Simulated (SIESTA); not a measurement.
## CuCl4 under changes of volume

One of the cells (25.276 Å³/atom); the others are scaled copies at fixed shape and fractional positions:

```xyz
5
Lattice="-2.4487 2.4487 5.2693 2.4487 -2.4487 5.2693 2.4487 2.4487 -5.2693" Properties=species:S:1:pos:R:3 pbc="T T T"
Cu    0.0000    0.0000    0.0000
Cl    1.2350   -1.2350    6.6498
Cl   -1.2350    1.2350    6.6498
Cl    1.2350    1.2350    3.8888
Cl    1.2137    1.2137   -1.3805
```

The cell comes from a database or a generator and needn't be the stable form of this composition.

* Program: SIESTA 5.4.2
* Functional: PBEsol
* Potentials or basis: PseudoDojo 0.4 standard (PBEsol files)
* Basis: DZP (energy shift 0.003 Ry; two zetas on semicore shells)
* Grid cutoff: 800 Ry
* Energy shift: 0.003 Ry
* k mesh: 8 × 8 × 8
* Occupations: fermi-dirac, width 0.05 eV
* Spin: no spin polarisation

| volume (Å³/atom) | energy over the lowest point (meV/atom) | pressure (GPa) | largest force (eV/Å) |
| --- | --- | --- | --- |
| 23.293 | 0.00 | -0.5 | 0.528 |
| 23.789 | 3.24 | -1.4 | 0.353 |
| 24.285 | 8.93 | -2.1 | 0.193 |
| 25.276 | 26.46 | -3.3 | 0.091 |
| 25.771 | 37.80 | -3.8 | 0.214 |
| 26.267 | ? | ? | ? |

What does the run at 26.267 Å³/atom give?

Energy over the lowest point 50.57 meV/atom; pressure -4.2 GPa; largest force 0.329 eV/Å.

Worked out: A Birch-Murnaghan fit of order 3 (a polynomial in V^(-2/3)) to the other rows has its minimum at 22.97 Å³/atom, just outside them, with B0 = V·E''(V) = 45 GPa and B' = 5.0 at fixed shape and positions, which overstates the stiffness. It gives 50.60 meV/atom at 26.267 Å³/atom, against the run's 50.57, and -dE/dV = -4.3 GPa, against -4.2.

Energies are extrapolated to zero smearing.

Caveats: short orbitals over semicore shells can move pressures by several GPa; the basis of atomic orbitals isn't converged, which shifts pressures, moduli and gaps; an odd number of electrons without spin polarisation forces a metal; a magnetic or distorted state may lie lower; the run has no spin polarisation, though such a crystal can be magnetic.
